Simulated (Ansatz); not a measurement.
# CdTeSe4: the cost of one run

Method: DFT PBE, scalar-relativistic, plane waves, PAW, in Ansatz 0.2.0.

## Step 1: The starting structure

The structure is cubic, space group F-43m (No. 216). Conventional cell: a = 8.963 Å, b = 8.963 Å, c = 8.963 Å, α = 90.00°, β = 90.00°, γ = 90.00°. Cd (site symmetry -43m) has 4 Se at 2.11 Å as nearest neighbours. Te (site symmetry -43m) is surrounded by 12 Se at 3.69 Å. Se (site symmetry 3m) has 1 Cd at 2.11 Å as nearest neighbours.

As a file:

```xyz
6
Lattice="0.0000 4.4816 4.4816 4.4816 0.0000 4.4816 4.4816 4.4816 0.0000" Properties=species:S:1:pos:R:3 pbc="T T T"
Cd    0.0000    0.0000    0.0000
Te    4.4816    4.4816    4.4816
Se    1.2190    1.2190    1.2190
Se    3.2626    3.2626    1.2190
Se    3.2626    1.2190    3.2626
Se    1.2190    3.2626    3.2626
```

Recipe of the guess: random cell by space group and Wyckoff sites (F-43m, No. 216). The dimensions are guesses.

## Step 2: A first look at the guess

input.yaml reads:

```yaml
crystal:
  lattice:
    - [0.0, 4.48161865, 4.48161865]
    - [4.48161865, 0.0, 4.48161865]
    - [4.48161865, 4.48161865, 0.0]
  atoms:
    - { symbol: Cd, position: [0.0, 0.0, 0.0] }
    - { symbol: Te, position: [0.5, 0.5, 0.5] }
    - { symbol: Se, position: [0.13599989, 0.13599989, 0.13599989] }
    - { symbol: Se, position: [0.13599989, 0.13599989, 0.59200033] }
    - { symbol: Se, position: [0.13599989, 0.59200033, 0.13599989] }
    - { symbol: Se, position: [0.59200033, 0.13599989, 0.13599989] }
basis:
  ecutwfc: 420
kpoints:
  mp_grid: { grid: [4, 4, 4] }
hamiltonian:
  xc: pbe
scf:
  occupations: { method: gaussian, width: 0.1 }
  lower_state_search: "off"
output:
  forces: true
  stress: true
  eigenvalues: true
```

Launch:

```console
> ansatz run input.yaml --threads 1 --pin off --max-ram 2560MiB --backend cpu --events-out ev --progress --plain --runs-dir out
```

Q: Estimate wall time and peak memory on 1 thread of Intel Xeon at 2.70GHz, shared host.

About 9.5 s, with a peak of 0.46 GiB.
